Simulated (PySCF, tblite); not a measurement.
# C5H6FNSi: geometry, infrared bands and NMR shifts

What infrared bands and NMR shifts should C5H6FNSi (`N#CC1=CC[Si@H](F)C1`) show?

Programs: tblite 0.8.0 and PySCF 2.14.0, with density-fitted response routines of our own. Each step states its level of theory. These are calculated values for one molecule in the gas phase, unless marked as measured. Atoms count from 0, in the outputs and in this text.

## (1) Starting geometry

14 atoms, charge 0, multiplicity 1; geometry from: force field or distance geometry start.

Bonds of the start (Å): N0–C1 1.18, C1–C2 1.41, C2–C3 1.36, C3–C4 1.51, C4–Si5 1.90, Si5–F6 1.60, Si5–C7 1.91, C7–C2 1.53, C3–H8 1.09, C4–H9 1.10, C4–H10 1.09, Si5–H11 1.49, C7–H12 1.08, C7–H13 1.09.

## (2) Geometry optimisation with GFN2-xTB

What the job is given:

```
{"job": {"kind": "relax", "xc": "GFN2-xTB", "basis": "xTB"}, "charge": 0, "multiplicity": 1}
N      2.914500    -2.229200     0.462400
C      1.974500    -1.542000     0.298400
C      0.851300    -0.711700     0.129400
C     -0.302300    -1.164400    -0.430000
C     -1.466500    -0.220300    -0.574100
Si    -0.833400     1.436500     0.104400
F     -0.687200     2.500900    -1.087800
C      0.896300     0.752600     0.555500
H     -0.407200    -2.205000    -0.750800
H     -1.743800    -0.123100    -1.631400
H     -2.331300    -0.572400    -0.010900
H     -1.600700     1.952500     1.270300
H      1.664500     1.291500     0.017100
H      1.070600     0.833700     1.625300
```

Command:

```
$ OMP_NUM_THREADS=1 python probes_run.py task.json out
```

The driver reads the jobs from task.json and runs them one after another.

Log:

```text
step      E/eV     max force
  0    -629.65087    3.207
  1    -629.44872   10.411
  2    -629.73422    0.913
  3    -629.74804    0.423
  4    -629.76725    0.530
  5    -629.77959    0.403
  6    -629.78668    0.210
  7    -629.79292    0.215
  8    -629.79861    0.332
  9    -629.80155    0.220
 10    -629.80260    0.072
 11    -629.80321    0.103
 12    -629.80407    0.158
 13    -629.80497    0.138
 14    -629.80557    0.066
 15    -629.80587    0.043
 16    -629.80611    0.069
 17    -629.80634    0.081
 18    -629.80651    0.050
 19    -629.80658    0.018
 20    -629.80661    0.020
 21    -629.80665    0.031
 22    -629.80670    0.032
 23    -629.80674    0.019
 24    -629.80677    0.016
 25    -629.80680    0.022
 26    -629.80684    0.027
 27    -629.80689    0.023
 28    -629.80693    0.016
 29    -629.80695    0.013
 30    -629.80697    0.011
 31    -629.80698    0.009
```

Wall time 0.32 s (1 thread of Arm Neoverse N1, shared host); peak memory 0.18 GiB.

Along the way: (the energy doesn't fall at every step)

```
step  energy from step 0 (eV)  largest force (eV/Å)
   0                   0.0000                3.2068
   1                   0.2022               10.4112
   2                  -0.0833                0.9134
   3                  -0.0972                0.4234
   4                  -0.1164                0.5304
   5                  -0.1287                0.4029
   6                  -0.1358                0.2101
   7                  -0.1420                0.2150
   8                  -0.1477                0.3319
   9                  -0.1507                0.2200
  10                  -0.1517                0.0724
  11                  -0.1523                0.1028
  12                  -0.1532                0.1576
  13                  -0.1541                0.1379
  14                  -0.1547                0.0660
  15                  -0.1550                0.0429
  16                  -0.1552                0.0690
  17                  -0.1555                0.0811
  18                  -0.1556                0.0501
  19                  -0.1557                0.0181
  20                  -0.1557                0.0200
  21                  -0.1558                0.0313
  22                  -0.1558                0.0319
  23                  -0.1559                0.0190
  24                  -0.1559                0.0158
  25                  -0.1559                0.0217
  26                  -0.1560                0.0270
  27                  -0.1560                0.0229
  28                  -0.1561                0.0158
  29                  -0.1561                0.0133
  30                  -0.1561                0.0112
  31                  -0.1561                0.0090
```

Close pairs (by a distance rule), those that changed most:

```csv
bond,before (Å),after (Å),change (Å)
Si5–H11,1.488,1.450,-0.038
N0–C1,1.176,1.148,-0.028
C2–C3,1.360,1.335,-0.024
C2–C7,1.526,1.509,-0.016
C3–H8,1.094,1.080,-0.014
Si5–F6,1.605,1.617,+0.012
C3–C4,1.506,1.495,-0.010
Si5–C7,1.914,1.904,-0.010
```

The final coordinates are the input of the step that follows.

## (3) Harmonic vibrations with GFN2-xTB

What the job is given:

```
{"job": {"kind": "ir", "xc": "GFN2-xTB", "basis": "xTB"}, "charge": 0, "multiplicity": 1}
N      2.899321    -2.158336     0.468639
C      1.960592    -1.518676     0.305544
C      0.820865    -0.711727     0.121953
C     -0.310028    -1.168675    -0.421933
C     -1.462832    -0.227960    -0.572126
Si    -0.830990     1.422749     0.138990
F     -0.726875     2.535868    -1.029067
C      0.891986     0.731160     0.559569
H     -0.414053    -2.189817    -0.758532
H     -1.745217    -0.157874    -1.624843
H     -2.333589    -0.632920    -0.054623
H     -1.592990     2.053469     1.199631
H      1.697127     1.240110     0.025546
H      1.146005     0.782157     1.619087
```

Log:

```text
mode    cm-1     km/mol
  1      48.0      5.84
  2     129.9     11.88
  3     146.6      0.56
  4     185.9      5.61
  5     206.9      9.99
  6     335.7      3.07
  7     378.8     17.60
  8     512.6      9.00
  9     531.2     19.61
 10     546.3     16.93
 11     576.5     80.11
 12     630.2     97.83
 13     713.4      4.44
 14     724.8     42.16
 15     745.0     40.55
 16     772.9     81.13
 17     823.4    110.57
 18     848.7    179.51
 19     873.1     26.97
 20    1037.9     21.67
 21    1078.9      3.00
 22    1097.7      9.65
 23    1147.3      5.06
 24    1213.7     53.20
 25    1250.3      6.87
 26    1280.9     11.88
 27    1443.6     14.24
 28    1450.1     14.11
 29    1665.6     67.60
 30    2366.4    271.49
 31    2376.0    242.05
 32    2959.1     20.02
 33    2967.9     20.24
 34    2986.8     16.51
 35    2993.5     14.04
 36    3081.3     29.25
```

Run time: 0.74 s. Hardware: 1 thread of Arm Neoverse N1, shared host; peak memory 0.18 GiB.

Which atoms move in the most intense modes:

```
cm⁻¹  km/mol                       atoms
 576    80.1           H11 65 %, C1 12 %
 630    97.8                    H11 75 %
 773    81.1  C7 32 %, Si5 29 %, C4 12 %
 823   110.6  H8 36 %, Si5 20 %, F6 19 %
 849   179.5  Si5 26 %, H8 26 %, F6 16 %
1666    67.6            C2 50 %, C3 45 %
2366   271.5            C1 59 %, N0 38 %
2376   242.1                    H11 95 %
```

## (4) Nuclear shieldings: PBE0/pcSseg-1

Settings changed since step 3:

```diff
@@ -1,2 +1,2 @@
-{"job": {"kind": "ir", "xc": "GFN2-xTB", "basis": "xTB"}, "charge": 0, "multiplicity": 1}
+{"job": {"kind": "nmr", "xc": "PBE0", "basis": "pcSseg-1"}, "charge": 0, "multiplicity": 1}
 N      2.899321    -2.158336     0.468639
```

Level: GIAO PBE0/pcSseg-1 NMR shielding, non-relativistic, gas phase.

Log:

```text
coarse grid: 12928 points
cycle   1  E = -637.5628475077  dE =  1.120e+00  |g| = 6.811e-01  |ddm| = 3.664e+00
cycle   2  E = -637.4031400760  dE =  1.597e-01  |g| = 1.160e+00  |ddm| = 1.549e+00
cycle   3  E = -637.6456235566  dE = -2.425e-01  |g| = 2.213e-01  |ddm| = 1.062e+00
cycle   4  E = -637.6557894332  dE = -1.017e-02  |g| = 6.851e-02  |ddm| = 2.158e-01
cycle   5  E = -637.6566883072  dE = -8.989e-04  |g| = 2.030e-02  |ddm| = 7.034e-02
cycle   6  E = -637.6567653557  dE = -7.705e-05  |g| = 4.095e-03  |ddm| = 1.942e-02
cycle   7  E = -637.6567691267  dE = -3.771e-06  |g| = 9.025e-04  |ddm| = 4.760e-03
final grid: 122800 points
cycle   8  E = -637.7092064734  dE = -2.821e-05  |g| = 6.598e-03  |ddm| = 2.738e-02
cycle   9  E = -637.7092019523  dE =  4.521e-06  |g| = 7.861e-03  |ddm| = 1.408e-02
cycle  10  E = -637.7092176641  dE = -1.571e-05  |g| = 7.586e-04  |ddm| = 7.860e-03
cycle  11  E = -637.7092177686  dE = -1.045e-07  |g| = 3.037e-04  |ddm| = 9.567e-04
cycle  12  E = -637.7092177876  dE = -1.900e-08  |g| = 7.597e-05  |ddm| = 2.904e-04
cycle  13  E = -637.7092177889  dE = -1.219e-09  |g| = 3.104e-05  |ddm| = 8.242e-05
cycle  14  E = -637.7092177890  dE = -1.787e-10  |g| = 1.047e-05  |ddm| = 2.943e-05
converged SCF energy = -637.7092177890

GIAO shielding tensors (ppm)
atom      isotropic    diamagn.    paramagn.     s11        s22        s33       span
  0 N      -50.846     341.023    -391.870   -196.702   -181.114    225.277    421.978
  1 C       64.353     257.936    -193.583    -57.096    -45.899    296.054    353.151
  2 C       66.120     260.937    -194.817    -37.851     94.593    141.618    179.469
  3 C       30.313     252.249    -221.936    -88.154     36.503    142.591    230.745
  4 C      162.459     255.555     -93.096    149.596    160.626    177.156     27.560
  5 Si     311.940     876.476    -564.536    271.285    313.533    351.002     79.717
  6 F      369.913     466.319     -96.405    358.218    366.898    384.624     26.406
  7 C      162.145     252.372     -90.227    147.929    157.833    180.673     32.744
  8 H       24.760      31.436      -6.675     22.914     23.540     27.827      4.912
  9 H       29.685      29.452       0.233     25.784     26.992     36.278     10.494
 10 H       29.838      29.466       0.371     25.536     27.412     36.564     11.029
 11 H       26.028      27.581      -1.553     22.661     24.087     31.335      8.674
 12 H       29.704      29.644       0.060     25.659     27.915     35.538      9.879
 13 H       29.881      29.676       0.205     25.466     28.347     35.830     10.364
```

Wall time 42 s (1 thread of Arm Neoverse N1, shared host); peak memory 0.78 GiB.

The references, computed at this level on geometries of the same kind, shield at (ppm): ¹H TMS 31.72, ¹³C TMS 186.9, ²⁹Si TMS 349.2, ¹⁹F CFCl3 170.9, ¹⁵N NH3 267.7. Their shielding less the atom's gives the shift. The references are single molecules in the gas phase, so shifts against H2O, NH3, PH3, H3PO4 or CFCl3 are not on the usual liquid scales and can be off by tens of ppm.

```csv
atoms,environment,σ (ppm),δ (ppm),δ scaled to CDCl3
C3,alkene CH,30.3,156.6,150.9
C1,nitrile carbon,64.4,122.6,117.7
C2,fully substituted alkene carbon,66.1,120.8,116.0
C7,allylic sp3 CH2 bonded to Si,162.1,24.8,22.3
C4,allylic sp3 CH2 bonded to Si,162.5,24.5,22.0
H8,hydrogen on an alkene CH,24.76,6.96,6.66
H11,"hydrogen on a silicon bonded to 2 C, F, in a 5-membered ring",26.03,5.69,–
H9,hydrogen on an allylic sp3 CH2 bonded to Si,29.68,2.03,2.02
H12,hydrogen on an allylic sp3 CH2 bonded to Si,29.70,2.01,2.00
H10,hydrogen on an allylic sp3 CH2 bonded to Si,29.84,1.88,1.88
H13,hydrogen on an allylic sp3 CH2 bonded to Si,29.88,1.84,1.84
N0,nitrile nitrogen,-50.8,318.6,–
Si5,"silicon bonded to 2 C, F, H, in a 5-membered ring",311.9,37.2,–
F6,fluorine bonded to Si,369.9,-199.0,–
```

The scaled column applies a straight-line fit of computed shieldings to shifts measured in CDCl3, and one for carbons that bear F (root-mean-square error 0.16 ppm for H, 1.9 ppm for C).

Charges from the same density, by scheme (e):

| atoms | Mulliken | IAO | Hirshfeld | ESP fit |
| --- | --- | --- | --- | --- |
| N0 | -0.24 | -0.24 | -0.22 | -0.45 |
| C1 | 0.15 | 0.14 | 0.07 | 0.34 |
| C2 | -0.33 | -0.05 | 0.01 | -0.05 |
| C3 | 0.00 | -0.10 | -0.01 | -0.15 |
| C4 | -0.52 | -0.58 | -0.16 | -0.23 |
| Si5 | 1.13 | 1.23 | 0.47 | 0.59 |
| F6 | -0.42 | -0.53 | -0.21 | -0.30 |
| C7 | -0.45 | -0.57 | -0.16 | -0.24 |

Mayer bond orders: N0–C1 3.03, C1–C2 1.06, C2–C3 1.78, C3–C4 1.05, C4–Si5 0.88, Si5–F6 0.95, Si5–C7 0.87, C7–C2 1.04.

Ring of atoms C2, C3, C4, Si5, C7: NICS(0) -2.0, NICS(1) -2.9, NICS(1)zz -1.6 ppm (means of both faces).

## (5) Summary of results

| quantity | value |
| --- | --- |
| strongest single infrared mode (GFN2-xTB) | 2366 cm⁻¹, 271 km/mol |
| zero-point energy (GFN2-xTB) | 60.2 kcal/mol |
| ¹³C shifts against TMS (PBE0/pcSseg-1) | 156.6, 122.6, 120.8, 24.8, 24.5 ppm |
| ¹H shifts against TMS (PBE0/pcSseg-1) | 6.96, 5.69, 2.03, 2.01, 1.88, 1.84 ppm |
| ¹⁵N shifts against NH3 (PBE0/pcSseg-1) | 318.6 ppm |
| ²⁹Si shifts against TMS (PBE0/pcSseg-1) | 37.2 ppm |
| ¹⁹F shifts against CFCl3 (PBE0/pcSseg-1) | -199.0 ppm |

**Reading.** Relaxing lowered the energy by 0.156 eV in 31 steps; the close pair that moved most is Si5–H11, from 1.488 to 1.450 Å. No mode is imaginary among the 36: a minimum at this level. The strongest single mode, at 2366 cm⁻¹, moves mainly C1 and N0. Unscaled tight-binding wavenumbers are off by several per cent, some by more. Its intensities can rank the bands wrongly. H8 (hydrogen on an alkene CH) lies farthest downfield among hydrogen, at 6.96 ppm; attached to an sp2 carbon and in the plane of the double bond. At PBE0/pcSseg-1: Shielding is most anisotropic at N0 (span 422 ppm, paramagnetic term -392 ppm).
